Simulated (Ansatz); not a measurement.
# ScTaN (P-3m1) in Ansatz: band structure with HSE06

Aim: the band structure of ScTaN with HSE06.

Program: Ansatz 0.2.0. These are calculated values, not measurements. Logs are shortened: lines on timing, memory, paths and dates and some standing lists are left out, and cuts for length are marked.

### 1 The structure

The structure is trigonal, space group P-3m1 (No. 164). The conventional cell has a = 3.085 Å, b = 3.085 Å, c = 10.340 Å, α = 90.00°, β = 90.00°, γ = 120.00°. Ta (site symmetry 3m) has 3 N at 2.20 Å as nearest neighbours. Sc (site symmetry -3m) is surrounded by 6 Sc at 3.09 Å and 6 Ta at 3.10 Å. Around Sc (site symmetry -3m) lie 6 N at 2.23 Å. N (site symmetry 3m) has 3 Ta at 2.20 Å and 3 Sc at 2.23 Å as nearest neighbours.

The cell comes from a database or a generator and needn't be the stable form of this composition.

### 2 Band structure, HSE06

The input, input:

```
crystal:
  lattice:
    - [3.0850655424, 0.0, 0.0]
    - [-1.5425327712, 2.6717451321, 0.0]
    - [0.0, 0.0, 10.340136]
  atoms:
    - { symbol: Ta, position: [0.3333333333, 0.6666666667, 0.245631] }
    - { symbol: Ta, position: [0.6666666667, 0.3333333333, 0.754369] }
    - { symbol: Sc, position: [0.0, 0.0, 0.0] }
    - { symbol: Sc, position: [0.0, 0.0, 0.5] }
    - { symbol: "N", position: [0.3333333333, 0.6666666667, 0.629841] }
    - { symbol: "N", position: [0.6666666667, 0.3333333333, 0.370159] }
hamiltonian:
  xc: hse06
  pseudopotentials: { kind: paw }
kpoints:
  mp_grid: { grid: [8, 8, 2] }
  band_path:
    path:
      - [[0.0, 0.0, 0.0], [0.5, 0.0, 0.0], [0.3333333333, 0.3333333333, 0.0], [0.0, 0.0, 0.0], [0.0, 0.0, 0.5], [0.5, 0.0, 0.5], [0.3333333333, 0.3333333333, 0.5], [0.0, 0.0, 0.5]]
      - [[0.5, 0.0, 0.5], [0.5, 0.0, 0.0]]
      - [[0.3333333333, 0.3333333333, 0.0], [0.3333333333, 0.3333333333, 0.5]]
    npoints: 4
scf:
  occupations: { method: fermi_dirac, width: 0.05 }
  n_extra_bands: 15
output:
  forces: true
  stress: true
  eigenvalues: true
  fatbands: false
  write_density: true
  write_potential: true
  elf: true
  volumetric_format: npy
```

Potentials or basis: Ansatz PAW.

The program printed:

```text
Warning: output.stress: scf.convergence.dr2_threshold = 1e-7 eV (the SCF's general default) is looser than the 6e-10 eV advised for a printed stress (1e-10 eV for each atom of the cell: 6). What an SCF threshold leaves in a stress goes as its square root, and in the free energy as the threshold itself, and one threshold admits the most on a small cell: of the crystals measured, under no hybrid functional and no lock of the moments, on runs that ended without the residual-converged pass, on stresses that held no estimate of that error, the worst erred by over 100 MPa in a component at 1e-7 eV an atom and by under 5 at 1e-10. Set scf.convergence.dr2_threshold to 6e-10 eV or tighter. The threshold is an SCF's pass mark: one that does not reach it within its budget of iterations ends unconverged, or closes short of it on a stop that the run arms, and scf.convergence.dr2_threshold's page says what that costs each kind of run
Warning: output.stress: scf.exx.energy_threshold = 1e-6 eV is looser than the 6e-8 eV advised for a stress under a hybrid functional (1e-8 eV for each atom of the cell: 6). Every SCF of the exchange loop can meet its threshold on dr2 while the loop round them stops early: no threshold on dr2 bounds what that leaves in the stress. Set scf.exx.energy_threshold to 6e-8 eV or tighter. The threshold is the loop's pass mark: a loop that does not reach it within its budget of cycles ends unconverged, and scf.exx.energy_threshold's page has the law
scf.n_extra_bands = 15 over 29 filled bands (N_el = 58.0): the run solves 44 bands
GPUs: using 1 of 1 available (devices: 1).
Engine: ansatz 0.2.0, x86_64-unknown-linux-gnu
Pseudopotentials: kind: paw
Pseudopotential: Ta, paw, valence charge 13, recommended cutoff 420 eV (normal), Ta.paw.azcp
Pseudopotential: Sc, paw, valence charge 11, recommended cutoff 420 eV (normal), Sc.paw.azcp
Pseudopotential: N, paw, valence charge 5, recommended cutoff 420 eV (normal), N.paw.azcp
Functional definition: HSE06
  parameter a = 0.25
  parameter omega = 0.11/bohr
  exchange = pbe_x - a*pbe_x_sr(omega) + a*exact_x_sr(omega)
  correlation = pbe_c
device memory: the entry about to start is reckoned to put 1.3 GiB on a device that reports 47.6 GiB free (of which the cap on the GPU budget leaves the run 18.0 GiB)
GPU FFT provider: cuFFT
GPU libraries: cuBLAS 13.8.2, cuFFT 12.4.0, cuSOLVER 12.3.4
Crystal: 6 atoms, lattice volume = 85.229 Å³
Basis set: ecut = 420 eV, 1631 PW (Γ), exchange–correlation on 48×48×144 points (8 copies of the dense FFT grid, shifted against one another)
Bands: 44, of which v1, the nominal top of the filled ones, is band 29 counted from 1 (28 counted from 0)
Symmetry: 12 space group operations
Space group: P-3m1 (ITA 164), of the structure as read, at distance tolerance 4.4e-5 Å
k-points: 20 of 128
Non-local potential: Ta, projectors of the file, l = 0: 3, l = 1: 2, l = 2: 2, l = 3: 1
Non-local potential: Sc, projectors of the file, l = 0: 3, l = 1: 2, l = 2: 3, l = 3: 1
Non-local potential: N, projectors of the file, l = 0: 2, l = 1: 2, l = 2: 1
PAW form: soft (Blöchl's): semilocal exchange-correlation on the pseudo side does not see the compensation charge
PAW frozen core: Ta, regenerated for the run's functional, and the local potential with it (the file was generated under x = pbe(κ = 0.804, μ = 0.2195149727645171), c = pbe(β = 0.06672455060314922))
PAW frozen core: Sc, regenerated for the run's functional, and the local potential with it (the file was generated under x = pbe(κ = 0.804, μ = 0.2195149727645171), c = pbe(β = 0.06672455060314922))
PAW frozen core: N, regenerated for the run's functional, and the local potential with it (the file was generated under x = pbe(κ = 0.804, μ = 0.2195149727645171), c = pbe(β = 0.06672455060314922))
PAW one-centre angular grid: Ta, 590 points (default); XC on 64 Gauss nodes
PAW one-centre angular grid: Sc, 590 points (default); XC on 64 Gauss nodes
PAW one-centre angular grid: N, 110 points (default); XC on 64 Gauss nodes
Initial density: superposition of atomic densities (neutral atoms: chi_scale 0, normalization atom), corrected by the library's trained network
Initial wavefunctions: pseudopotential atomic-orbital guess
GPU buffer pool allocated for 41472 grid points (all kernels)
GPU transforms: local potential and band sums: pruned to the plane-wave sphere, on 24×24×72
Functional: x = pbe(κ = 0.804, μ = 0.2195149727645171), c = pbe(β = 0.06672455060314922), warm-up for x = pbe(κ = 0.804, μ = 0.2195149727645171) + 0.25 (exact − pbe) at short range (hse, ω = 0.20786987370883472 Å⁻¹), c = pbe(β = 0.06672455060314922); HSE06 as pw.x's `hse` composes it (authors' and Libxc's form: `xc: wpbeh`)
SCF iter   1: F=—  HF=-24910.316318 eV  |F-HF|=—  |Δ(HF+E_count)|=         —  Δρ=1.10e-2  dr2=7.91e-1  ethr=1.77e-3  ⟨swp⟩=5.2  Hψ=3425  notcnv=0
[... 39 lines left out ...]
GPU buffer pool allocated for 41472 grid points (all kernels)
GPU transforms: local potential and band sums: pruned to the plane-wave sphere, on 24×24×72
Exchange kernel: α = 0.2500, screened, ω = 0.2079 Å⁻¹, Wigner–Seitz truncation, v(0) = 1046.4657 eV·Å³, q-mesh 8×8×2, nearest image of the exchange supercell L = 20.68 Å, pair-density grid 15×15×50, without the augmentation charges, whose exchange is taken in its separable form by FFT convolution over the k-point mesh (sized by the pseudopotential files, 18×18×72 at the most), smooth part of the exact exchange by density-matrix convolution in up to 5.33 GiB of GPU memory as planned if the GPU has room (build and FFT work areas not counted)
Frozen-core exchange: fock
SCF iter   1: F=—  HF=-24911.706632 eV  |F-HF|=—  |Δ(HF+E_count)|=         —  Δρ=8.03e-5  dr2=7.45e-6  ethr=7.36e-7  ⟨swp⟩=4.8  Hψ=2185  notcnv=0
preconditioner: auto → Kerker (q_TF=auto, 2.559 Å⁻¹)  [metal: Δε(μ)=0.036 eV  Ē_g=10.204 eV  σ=0.050 eV  W_gap=0.18  n_scr=26 (ndim 8)  ℏωp=20.5 eV  f_vac=0.000  D(μ)=2.93/eV (n_scr^D=26)]
SCF iter   2: F=—  HF=-24911.706631 eV  |F-HF|=—  |Δ(HF+E_count)|=   9.09e-7  Δρ=3.69e-5  dr2=1.64e-6  ethr=1.21e-8  ⟨swp⟩=3.0  Hψ=1616  notcnv=0
SCF iter   3: F=—  HF=-24911.706631 eV  |F-HF|=—  |Δ(HF+E_count)|=   2.72e-7  Δρ=1.25e-5  dr2=4.81e-7  ethr=2.07e-9  ⟨swp⟩=3.0  Hψ=1535  notcnv=0
SCF iter   4: F=—  HF=-24911.706632 eV  |F-HF|=—  |Δ(HF+E_count)|=   1.19e-6  Δρ=6.32e-6  dr2=1.22e-7  ethr=1.14e-10  ⟨swp⟩=5.3  Hψ=3100  notcnv=0
SCF iter   5: F=—  HF=-24911.706632 eV  |F-HF|=—  |Δ(HF+E_count)|=   1.52e-8  Δρ=3.45e-6  dr2=1.58e-8  ethr=1.14e-10  ⟨swp⟩=5.5  Hψ=1839  notcnv=0  defer=7
SCF iter   6: F=—  HF=-24911.706632 eV  |F-HF|=—  |Δ(HF+E_count)|=   1.85e-9  Δρ=1.71e-6  dr2=1.50e-8  ethr=2.62e-11  ⟨swp⟩=6.0  Hψ=2089  notcnv=0  defer=3
SCF iter   7: F=—  HF=-24911.706632 eV  |F-HF|=—  |Δ(HF+E_count)|=   1.41e-9  Δρ=6.14e-7  dr2=2.64e-9  ethr=2.54e-11  ⟨swp⟩=4.4  Hψ=1593  notcnv=0  defer=16
SCF iter   8: F=-24911.706632 eV  HF=-24911.706632 eV  |F-HF|=5.09e-11  |Δ(HF+E_count)|=  1.49e-10  Δρ=1.20e-7  dr2=5.53e-11  ethr=4.52e-12  ⟨swp⟩=5.2  Hψ=1657  notcnv=0  defer=10
SCF 3 converged in 8 iterations: F = -24911.706632 eV  dr2 = 5.53e-11
  Residual-converged pass: ⟨swp⟩=4.0  Hψ=1833  notcnv=0  max |occ|·‖R‖ = 2.6e-7 eV (tolerance 2.7e-7 eV)  dr2=5.15e-11  dr2_onsite=1.07e-12  max |Δocc| = 3.1e-12
hybrid outer 2: dexx = +1.538e-6 eV, tail = 2.44e-8 eV, Δε = 2.76e-3 eV (about 5.20e-5 eV left of the loop's levels), ΔF = 1.74e-3 eV/Å (tail 4.63e-4)
device memory: the entry about to start is reckoned to put 0.9 GiB on a device that reports 50.7 GiB free (of which the cap on the GPU budget leaves the run 18.0 GiB)
NSCF: frozen V_eff on 39 k-points, pencils in batches of 32, up to order 196
hybrid SCF converged: 2 outer / 17 inner (+9 warm-up), last move |dexx| = 1.54e-6 eV, tail = 2.44e-8 eV
Stability not checked: this state was not tested for a lower state beside it, because the functional holds exact exchange (a hybrid, or Hartree-Fock), whose exchange loop this test does not read (fock_operator; see scf.lower_state_search)
Free energy (F): -24911.706632 eV
Frozen-core exchange: fock
Harris-Foulkes:  -24911.706632 eV  (|F-HF|=5.09e-11)
Internal energy: -24911.683692 eV  (E = F + TS)
E sigma→0 (E₀):  -24911.695162 eV
Entropy (-TS):   -0.022940 eV (-3.823 meV/atom)
Fermi energy:    15.545109 eV
--- Per-component energies (eV) ---
  E_band       = -571.292793
  E_kinetic    = 1515.911853
  E_local      = -3208.889024  (includes V_loc(G=0)·N_el)
  E_nonlocal   = 278.728368
  E_hartree    = 1134.813230
  E_xc         = -616.230175
  E_vxc        = -655.972087  (∫ρ·V_xc dr)
  E_exx        = -165.906992  (= α·E_x^exact, valence–valence)
  E_paw        = -18942.917609  (= ΣΔE_a)
  E_vpaw       = -438.884903  (= ΣTr[D̂ρ^β])
  E_aug_tail   = 0.000471  (compensation charges beyond the density's cutoff)
  E_ewald      = -4900.118370
  E_core_change = -7.075443  (= ΣΔE_core)
  E_smearing   = -0.022940  (= −TS)
  E_closure    = -0.000001  (closes the sum)
  Σ components = -24911.706632   (vs F -24911.706632, Δ=0.00e0)
--- Forces (eV/Å), atoms counted from 1 ---
  atom   1  Ta    -0.00000000     0.00000000     0.06793231
  atom   2  Ta     0.00000000     0.00000000    -0.06793231
  atom   3  Sc    -0.00000000     0.00000000     0.00000000
  atom   4  Sc     0.00000000     0.00000000     0.00000000
  atom   5  N     -0.00000000     0.00000000    -0.22843941
  atom   6  N      0.00000000    -0.00000000     0.22843941
  max |Σ_I F_I| component: 1.16e-17 eV/Å
--- Stress (GPa, compression-positive) ---
       -3.945797       0.000000       0.000000
        0.000000      -3.945797       0.000000
        0.000000       0.000000      -3.459014
  P = ⅓ Tr σ = -3.7835 GPa (-37.835 kbar)
--- Band table (eV; the first three rows and the last of 20) ---
  k-point 0: bands = ["-56.4091", "-56.4091", "-38.2141", "-37.5726", "-21.6308", "-21.6132", "-21.1800", "-21.1800", "-21.1798", "-21.1798", "-15.4876", "-15.0287", "-15.0287", "-14.5968", "-14.3815", "-14.3815", "-2.7424", "-1.7847", "6.8699", "8.6172", "10.2049", "10.2312", "10.2312", "11.1441", "11.1441", "13.6522", "13.9807", "16.1941", "16.5357", "16.5357", "16.8593", "17.4426", "17.4426", "17.8830", "17.8830", "18.7220", "18.7220", "18.7325", "19.6279", "19.6279", "20.1481", "20.1481", "20.4235", "20.4235"]
  k-point 1: bands = ["-56.4091", "-56.4091", "-38.2141", "-37.5727", "-21.6225", "-21.6216", "-21.1800", "-21.1800", "-21.1799", "-21.1799", "-15.4871", "-15.0287", "-15.0287", "-14.5974", "-14.3815", "-14.3815", "-2.7372", "-1.7916", "6.9801", "8.2874", "10.2349", "10.2349", "10.6545", "11.1370", "11.1370", "12.8334", "15.1475", "15.3397", "16.6046", "16.6046", "17.2511", "17.2511", "17.2901", "18.3385", "18.3385", "18.4405", "18.5057", "18.5057", "19.3609", "19.3609", "19.6944", "19.6944", "21.1078", "21.3397"]
  k-point 2: bands = ["-56.4022", "-56.4021", "-38.2002", "-37.5605", "-21.6095", "-21.5948", "-21.2896", "-21.2887", "-21.2034", "-21.2033", "-15.4603", "-15.1381", "-15.0501", "-14.5826", "-14.4652", "-14.3996", "-2.5338", "-1.7371", "7.3031", "8.6854", "9.7905", "10.1245", "10.2787", "11.0690", "11.0780", "13.4896", "14.2357", "14.9626", "16.2838", "16.7385", "16.8946", "17.2678", "17.2945", "18.3164", "18.4707", "18.8264", "19.0872", "19.1502", "19.4158", "19.5072", "19.6561", "19.9951", "20.8303", "21.1048"]
  k-point 19: bands = ["-56.3565", "-56.3565", "-38.1087", "-37.4801", "-21.7700", "-21.7697", "-21.5695", "-21.5692", "-21.4620", "-21.4617", "-15.6040", "-15.4061", "-15.2802", "-14.8309", "-14.6799", "-14.4890", "-1.4875", "-1.3120", "8.0179", "8.7344", "9.2031", "9.3074", "9.6989", "9.8546", "13.5106", "13.8197", "13.8708", "14.1717", "14.8241", "15.5064", "17.7024", "18.0671", "18.5918", "19.0686", "19.2417", "19.5337", "19.8525", "20.5563", "20.6698", "21.2831", "21.4276", "21.4749", "22.4200", "22.8741"]
```

Wall time 3 min (1 × NVIDIA H100 80GB HBM3 with 2 threads of AMD EPYC 7R13 (Zen 3), shared host); peak memory 3.7 GiB.

Results:

```
Free energy            : -24911.7066 eV
Pressure               : -3.8 GPa
Largest force          : 0.228 eV/Å
Band gap on the k mesh : none (metal or under the smearing width)
```

Forces in eV/Å, atoms in the order of the input:
```
Ta   0.000  0.000  0.068
Ta   0.000  0.000 -0.068
Sc   0.000  0.000  0.000
Sc   0.000  0.000  0.000
N    0.000  0.000 -0.228
N    0.000  0.000  0.228
```

Stress tensor (GPa, compression positive):
```
-3.95  0.00  0.00
 0.00 -3.95  0.00
 0.00  0.00 -3.46
```

Levels at the corners of the path, in eV from the Fermi level:
| point | band 27 | band 28 | band 29 | band 30 | band 31 | band 32 |
| --- | --- | --- | --- | --- | --- | --- |
| Γ | -1.56 | 0.65 | 0.99 | 0.99 | 1.31 | 1.90 |
| M | -1.53 | -1.19 | -0.82 | 0.43 | 0.87 | 2.62 |
| K | -1.66 | -1.29 | -0.35 | -0.35 | 2.53 | 2.67 |
| Γ | -1.56 | 0.65 | 0.99 | 0.99 | 1.31 | 1.90 |
| A | -0.40 | -0.21 | 1.06 | 1.06 | 1.71 | 1.71 |
| L | -1.50 | -1.11 | -0.98 | 0.36 | 1.34 | 2.61 |
| H | -1.66 | -1.35 | -0.35 | -0.35 | 2.70 | 2.70 |
| A | -0.40 | -0.21 | 1.06 | 1.06 | 1.71 | 1.71 |
| L | -1.50 | -1.11 | -0.98 | 0.36 | 1.34 | 2.61 |
| M | -1.53 | -1.19 | -0.82 | 0.43 | 0.87 | 2.62 |
| K | -1.66 | -1.29 | -0.35 | -0.35 | 2.53 | 2.67 |
| H | -1.66 | -1.35 | -0.35 | -0.35 | 2.70 | 2.70 |

Caveat: spin-orbit coupling is left out, which moves the levels of the heavy elements; the PAW data sets come from PBE, with cores solved anew for the run's functional, which leaves a small shift of forces and pressure; the thresholds are loose for stress.
